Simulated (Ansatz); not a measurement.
# Nb5O: the cost of one run

Computed with Ansatz 0.2.0 (DFT PBE, scalar-relativistic, plane waves, PAW, unless a step's input says otherwise).

1 further run of the same task is left out (set aside as unsound or not needed).

**1. Starting point**

Symmetry: P-6m2, No. 187, hexagonal system. Conventional cell: a = 3.075 Å, b = 3.075 Å, c = 14.651 Å, α = 90.00°, β = 90.00°, γ = 120.00°. Nb (site symmetry 3m) has 3 O at 2.98 Å and 9 Nb at 3.04 to 3.07 Å as nearest neighbours. Nb (site symmetry 3m) has 12 Nb at 3.03 to 3.07 Å as nearest neighbours. Around Nb (site symmetry -6m2) lie 12 Nb at 3.03 to 3.07 Å. O (site symmetry -6m2) has 6 Nb at 2.98 Å as nearest neighbours.

Coordinates:

```xyz
6
Lattice="3.0747 0.0000 0.0000 -1.5373 2.6628 0.0000 0.0000 0.0000 14.6509" Properties=species:S:1:pos:R:3 pbc="T T T"
Nb    0.0000    0.0000   12.2531
Nb    1.5373    0.8876    9.7839
Nb    0.0000    0.0000    7.3254
Nb    1.5373    0.8876    4.8670
Nb    0.0000    0.0000    2.3978
O     1.5373    0.8876    0.0000
```

The cell is invented: species swapped into a database cell of LiMg5 (P-6m2, No. 187), with O on the Li sites and Nb on the Mg sites. The dimensions are guesses.

**2. Probe: one point on a coarse mesh**

input.yaml

```yaml
crystal:
  lattice:
    - [3.07468622, 0.0, 0.0]
    - [-1.53734311, 2.66275637, 0.0]
    - [0.0, 0.0, 14.65086463]
  atoms:
    - { symbol: Nb, position: [0.0, 0.0, 0.83633697] }
    - { symbol: Nb, position: [0.66666667, 0.33333333, 0.66780382] }
    - { symbol: Nb, position: [0.0, 0.0, 0.5] }
    - { symbol: Nb, position: [0.66666667, 0.33333333, 0.33219618] }
    - { symbol: Nb, position: [0.0, 0.0, 0.16366303] }
    - { symbol: O, position: [0.66666667, 0.33333333, 0.0] }
basis:
  ecutwfc: 420
kpoints:
  mp_grid: { grid: [6, 6, 2] }
hamiltonian:
  xc: pbe
scf:
  occupations: { method: gaussian, width: 0.1 }
  lower_state_search: "off"
output:
  forces: true
  stress: true
  eigenvalues: true
```

On the command line:

```console
$ ansatz run input.yaml --threads 1 --pin off --max-ram 2560MiB --backend cpu --events-out ev --progress --plain --runs-dir out
```

What time and memory should one allow on 1 thread of Arm Neoverse V1, shared host?

About 6.6 s, with a peak of 0.34 GiB.
